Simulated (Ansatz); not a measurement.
# CH3Cl3Ge: one species, many methods

How much do the methods differ for CH3Cl3Ge? The plan is to run it at one geometry with functionals of several rungs and with coupled cluster. The yardstick is the atomisation energy at the CCSD(T) limit.

Method: functionals in def2-TZVPP, the program's frozen cores in correlated methods; program: Ansatz 0.2.0, Gaussian basis.

Levels to be run: LDA (SPW92), PBE-D4, revPBE-D4, BLYP-D4, r2SCAN-D4, B97M-V, PBE0-D4, B3LYP-D4, r2SCANh-D4, r2SCAN0-D4, HSE06-D4, BHLYP-D4, CAM-B3LYP-D4, LC-ωPBE, ωB97X-V, ωB97M-V, B2PLYP, PBE-QIDH; CCSD(T)/def2-SVP; CCSD(T)/def2-TZVPP; MP2/def2-QZVPP; extrapolation to the limit; RPA on PBE.

## 1. The relaxed structure

The geometry comes from an earlier relaxation with PBE0-D4 in a triple-zeta def2 set; it is a stationary point, not always the lowest conformer.

SMILES `[CH3][Ge]([Cl])([Cl])[Cl]`, 8 atoms, charge 0, spin multiplicity 1.

Atoms are counted from 1 here; the program's logs count them from 0.

Bond lengths: C1–Ge2 1.926 Å, C1–H6 1.090 Å, C1–H7 1.090 Å, C1–H8 1.090 Å, Ge2–Cl3 2.135 Å, Ge2–Cl4 2.135 Å, Ge2–Cl5 2.135 Å. Angles: Ge2–C1–H6 109.0°, Ge2–C1–H7 108.9°, Ge2–C1–H8 109.0°, H6–C1–H7 110.0°, H6–C1–H8 110.0°, H7–C1–H8 110.0°, C1–Ge2–Cl3 111.4°, C1–Ge2–Cl4 111.3°, C1–Ge2–Cl5 111.3°, Cl3–Ge2–Cl4 107.5°, Cl3–Ge2–Cl5 107.5°, Cl4–Ge2–Cl5 107.5°.

## 2. LDA

This LDA is Slater exchange with PW92 correlation.

The input, in.yaml:

```yaml
crystal:
  periodic: [false, false, false]
  atoms:
    - {symbol: C, position_ang: [-0.721670, -0.204536, 0.818488]}
    - {symbol: Ge, position_ang: [0.537254, 0.134136, -0.598816]}
    - {symbol: Cl, position_ang: [2.175548, -1.233704, -0.527280]}
    - {symbol: Cl, position_ang: [-0.380802, -0.061273, -2.516948]}
    - {symbol: Cl, position_ang: [1.341063, 2.108260, -0.468186]}
    - {symbol: H, position_ang: [-1.109015, -1.217626, 0.713603]}
    - {symbol: H, position_ang: [-1.536809, 0.515098, 0.746901]}
    - {symbol: H, position_ang: [-0.213469, -0.097354, 1.776437]}
basis:
  gaussian: {orbitals: def2-TZVPP}
hamiltonian: {xc: lda}
output: {orbitals: {seedname: orbitals}}
```

Command:

```bash
ansatz run in.yaml --threads 4 --pin off --events-out ev --progress --plain --max-ram 10444MiB
```

Further steps of the session: PBE-D4 (GGA); revPBE-D4 (GGA); BLYP-D4 (GGA); r2SCAN-D4 (meta-GGA); B97M-V (meta-GGA); B3LYP-D4 (hybrid); r2SCANh-D4 (hybrid); r2SCAN0-D4 (hybrid); HSE06-D4 (hybrid); BHLYP-D4 (hybrid); CAM-B3LYP-D4 (range-separated); LC-ωPBE (range-separated); ωB97X-V (range-separated); ωB97M-V (range-separated); B2PLYP (double hybrid); PBE-QIDH (double hybrid); CCSD(T) in def2-SVP; CCSD(T) in def2-TZVPP; MP2 in def2-QZVPP; RPA on PBE orbitals.

Q: Predict the results of all the runs planned. Wanted: atomisation energy, CCSD(T)/CBS; farthest beyond LDA; mean size of error, GGA; mean size of error, meta-GGA; mean size of error, hybrid; mean size of error, range-separated; mean size of error, double hybrid; gap, smallest and largest; T1 diagnostic.

The runs gave:

| quantity | value |
| --- | --- |
| atomisation energy, CCSD(T)/CBS | 27.551 eV |
| functionals within 0.276 eV (1.0 %) | r2SCAN-D4, PBE0-D4, r2SCANh-D4, r2SCAN0-D4, HSE06-D4, ωB97X-V, ωB97M-V, PBE-QIDH |
| farthest beyond LDA | BHLYP-D4 (-0.948 eV) |
| mean size of error, GGA | 0.441 eV |
| mean size of error, meta-GGA | 0.290 eV |
| mean size of error, hybrid | 0.294 eV |
| mean size of error, range-separated | 0.212 eV |
| mean size of error, double hybrid | 0.318 eV |
| gap, smallest and largest | 5.46 eV (LDA (SPW92)), 13.17 eV (LC-ωPBE) |
| T1 diagnostic | 0.0091 |
| triples share of the correlation energy | 4.1 % |

**Reading.** LDA overbinds by 3.851 eV (14 %). PBE-D4 misses by +0.371 eV. Double hybrids carry the basis error of their MP2 part in triple zeta, and no dispersion term here, so their miss is partly the set-up's. By mean error the best rung here is range-separated (0.212 eV) and the worst beyond LDA is GGA (0.441 eV). The gap between the best rungs is small, so their order is not settled. The reference freezes the cores and leaves out relativity and excitations past (T), and its outer-core shells are covered unevenly, so misses under about 0.276 eV can't be ranked. Hartree-Fock recovers 74 % of the binding; the rest is correlation. CCSD(T) in def2-SVP is off by -1.954 eV, worse than the median functional, from the basis alone. Orbital gaps span 5.5 to 13.2 eV; exact exchange widens them. Correlated methods include outer-core shells of Ge, which these sets cover unevenly.
